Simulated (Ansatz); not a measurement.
The same calculation of KLuS₂, space group R-3m as a Python script and as an input file (the Python package of Ansatz (0.2.0)).

The script, `klus2.py`:
```python
"""Densities of the top valence and bottom conduction bands of KLuS2."""

import itertools

import ansatz as az
import numpy as np
from pymatgen.core import Lattice, Structure
from pymatgen.io.ase import AseAtomsAdaptor

TOLERANCE = 1e-08
MAX_SCF = 60
OCCUPATIONS = "fixed"

pmg_structure = Structure(
    Lattice([[1.9745, 1.139978, 7.290333], [-1.9745, 1.139978, 7.290333], [0.0, -2.279956, 7.290333]]),
    ["K", "Lu", "S", "S"],
    [
        [0.0, 0.0, 0.0],
        [0.5, 0.5, 0.5],
        [0.23369, 0.23369, 0.23369],
        [0.76631, 0.76631, 0.76631],
    ],
)
klus2 = az.Crystal.from_ase(AseAtomsAdaptor.get_atoms(pmg_structure))

model = (
    klus2.calculation()
    .functional(az.Functional.LDA)
    .kpoints(4, shift=0.5)
    .scf(tolerance=TOLERANCE, max_iterations=MAX_SCF)
    .occupations(OCCUPATIONS)
    .band_densities([("v3", "v1"), ("c1", "c1")])
)
history = []
done = model.session().plan().execute(on_event=lambda event: history.append(event["data"]["dr2_ev"]) if event["event"] == "scf_iter" else None)
summary = done.report
print("density residual by iteration (eV):", " ".join(f"{value:.1e}" for value in history[:40]))
# share of each window within a sphere about each atom, summed on the grid
cell = np.asarray(done.lattice.cell_ang)
for names, window in zip([("v3", "v1"), ("c1", "c1")], done.band_densities().windows):
    density = window.outcome.density
    rho = density.channels[0].density_e_per_ang3
    axes = density.fft_grid_basis @ cell
    points = np.stack(np.meshgrid(*(np.arange(n) / n for n in rho.shape), indexing="ij"), axis=-1)
    print("bands", names, "electrons", np.round(window.outcome.n_electrons, 3), "peak", round(float(rho.max()), 3), "e/A^3")
    for index, site in enumerate(done.lattice.sites):
        offset = points - np.asarray(site.position_ang) @ np.linalg.inv(axes)
        offset -= np.round(offset)
        distance = np.min([np.linalg.norm((offset + image) @ axes, axis=-1) for image in itertools.product((-1, 0, 1), repeat=3)], axis=0)
        print(f"   {index} {site.symbol:2s} {100 * rho[distance < 1.2].sum() / rho.sum():5.1f} % within 1.2 A")
```

```console
$ python klus2.py
DeckWarning: basis.ecutwfc = 420 eV, auto-derived from the records' recommended cutoffs: set by K (normal level)
density residual by iteration (eV): 4.4e-02 9.5e-03 1.3e-03 4.2e-04 2.8e-05 4.0e-06 5.5e-07 3.8e-08 2.7e-09
bands ('v3', 'v1') electrons [6.] peak 0.458 e/A^3
   0 K    1.2 % within 1.2 A
   1 Lu   6.0 % within 1.2 A
   2 S   29.1 % within 1.2 A
   3 S   29.1 % within 1.2 A
bands ('c1', 'c1') electrons [2.] peak 0.233 e/A^3
   0 K    2.0 % within 1.2 A
   1 Lu  28.3 % within 1.2 A
   2 S    6.0 % within 1.2 A
   3 S    6.0 % within 1.2 A
```
(Warnings from the package without file and line.)

`input.yaml`:
```yaml
crystal:
  lattice:
    - [1.9745, 1.139978, 7.290333]
    - [-1.9745, 1.139978, 7.290333]
    - [0.0, -2.279956, 7.290333]
  atoms:
    - { symbol: K, position: [0.0, 0.0, 0.0] }
    - { symbol: Lu, position: [0.5, 0.5, 0.5] }
    - { symbol: S, position: [0.23369, 0.23369, 0.23369] }
    - { symbol: S, position: [0.7663099999999999, 0.76631, 0.7663099999999999] }
kpoints:
  mp_grid:
    grid: [4, 4, 4]
    shift: [0.5, 0.5, 0.5]
hamiltonian:
  xc: lda
scf:
  max_iter: 60
  convergence:
    dr2_threshold: 1.0e-08
  occupations:
    method: fixed
output:
  band_densities:
    - { bands: [v3, v1] }
    - { bands: [c1, c1] }
```

The settings weren't tested for convergence. The k-point mesh is coarse, and energy and stress weren't tested for convergence. The starting cell is as deposited in a crystallographic database; the results hold for this polymorph, which needn't be the stable one. The windows are summed over all k-points with every state counted as full, the empty ones too; where a window cuts a degenerate level its bands share the weight. Values near the nuclei depend on the potentials. Spheres that overlap count density twice, so shares are no populations. Hardware and time: 2.8 s on 1 thread of Arm Neoverse V2, on a shared host, peak memory 0.46 GiB.

(Lines on the test bed's own set-up are left out of the output.)
